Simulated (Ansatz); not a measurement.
AgRh:

```
Ag Rh
1.0
     2.77759    0.00000    0.00000
    -1.38879    2.40546    0.00000
     0.00000    0.00000    4.80860
Ag Rh
1 1
Direct
  0.00000 0.00000 0.50000
  0.66667 0.33333 0.00000
```

The cell comes from a database or a generator and needn't be the stable form of this composition.

Program: Ansatz 0.2.0. Alike in all runs: task band structure; potentials or basis Ansatz PAW; no spin polarisation; cell as given; k mesh 6 × 6 × 3; smearing fermi-dirac 0.05 eV; the mesh is coarse, so values aren't converged.

Task: Order these runs on this cell by their pressure, lowest first.
A. level r2SCAN; cutoff (eV) 500
B. level BLYP; cutoff (eV) 420
C. level PBE; cutoff (eV) 420
D. level LDA; cutoff (eV) 420
E. level RPBE; cutoff (eV) 420

Result: D (-15.3 GPa), A (-6.4 GPa), C (-2.0 GPa), E (2.2 GPa), B (7.2 GPa).

Caveats: all runs use coarse meshes; the PAW data sets come from PBE, with cores solved anew for the run's functional, which leaves a small shift of forces and pressure (some runs).
